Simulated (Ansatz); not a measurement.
# BGeHCl (quartet): the correlation ladder at a displaced geometry (v2), cc-pVDZ

Aim: climb from Hartree-Fock through coupled cluster for BGeHCl (quartet) at one geometry and basis, and see what each rung misses.

Computed with Ansatz 0.2.0, Gaussian basis. Level: cc-pVDZ, core rule «outside noble gas», up to 20 orbitals frozen.

Plan: UHF; CCSD(T) on ROHF; CCSD(T) on UHF; BCCD(T) on ROHF; CISD; CCSDT(Q) on ROHF; CCSDT(Q) on UHF.

### Step 1. The system

The geometry is a PBE0/def2-TZVP stationary point (not a proven minimum) with its atoms shifted at random (size 0.100 Å). No spin-orbit coupling is included. The filled d shell of Ge may be among the frozen orbitals whatever the setting's name suggests; the logs give the count.

4 atoms, charge 0, spin multiplicity 4.

Atoms are counted from 1 here; the program's logs count them from 0.

Bond lengths: B1–Ge2 1.914 Å, Ge2–Cl3 2.169 Å, Ge2–H4 1.455 Å. Angles: B1–Ge2–Cl3 122.0°, B1–Ge2–H4 131.2°, Cl3–Ge2–H4 104.9°.

In the tables R marks a restricted open-shell determinant and U an unrestricted one; correlation energies count from the lowest restricted Hartree-Fock solution.

### Step 2. UHF

File in.yaml:

```yaml
crystal:
  periodic: [false, false, false]
  atoms:
    - {symbol: B, position_ang: [0.126013, -1.102856, 1.848954]}
    - {symbol: Ge, position_ang: [-0.038861, 0.248626, 0.503643]}
    - {symbol: Cl, position_ang: [0.037760, -0.221249, -1.612012]}
    - {symbol: H, position_ang: [0.120868, 1.693320, 0.572473]}
basis:
  gaussian: {orbitals: cc-pVDZ}
magnetization: {spin_polarized: true, initial_magnetization: 3}
hamiltonian: {xc: hf}
output: {orbitals: {seedname: orbitals}}
```

Launch:

```console
$ ansatz run in.yaml --threads 1 --pin off --events-out ev --progress --plain --max-ram 2393MiB
```

Further steps of the session: CCSD(T) on ROHF; CCSD(T) on UHF; BCCD(T) on ROHF; CISD; CCSDT(Q) on ROHF; CCSDT(Q) on UHF.

**Question.** What will the summary of the whole plan be? Wanted: correlation energy, UCCSDT(Q); RMP2 from UCCSDT(Q); UMP2 from UCCSDT(Q); RCCSD from UCCSDT(Q); RCCSD(T) from UCCSDT(Q); UCCSD(T) from UCCSDT(Q); RCCSDT(Q) from UCCSDT(Q); T1 diagnostic.

The runs gave:

```
                                      quantity                      value
                 correlation energy, UCCSDT(Q)                 -7.9980 eV
                           RMP2 from UCCSDT(Q)                +1242.0 meV
                           UMP2 from UCCSDT(Q)                +1257.4 meV
                          RCCSD from UCCSDT(Q)                 +284.6 meV
                       RCCSD(T) from UCCSDT(Q)                  +59.7 meV
                       UCCSD(T) from UCCSDT(Q)                  +57.7 meV
                      RCCSDT(Q) from UCCSDT(Q)                   +3.5 meV
levels of the table within 1 kcal/mol (43 meV)  RCCSDT, UCCSDT, RCCSDT(Q)
                                 T1 diagnostic                      0.022
```

RCCSD(T) misses by +59.7 meV, 0.7 % of the correlation energy. These misses are within one basis, not against nature; the frozen cores of restricted and unrestricted runs differ, which can shift their rows.
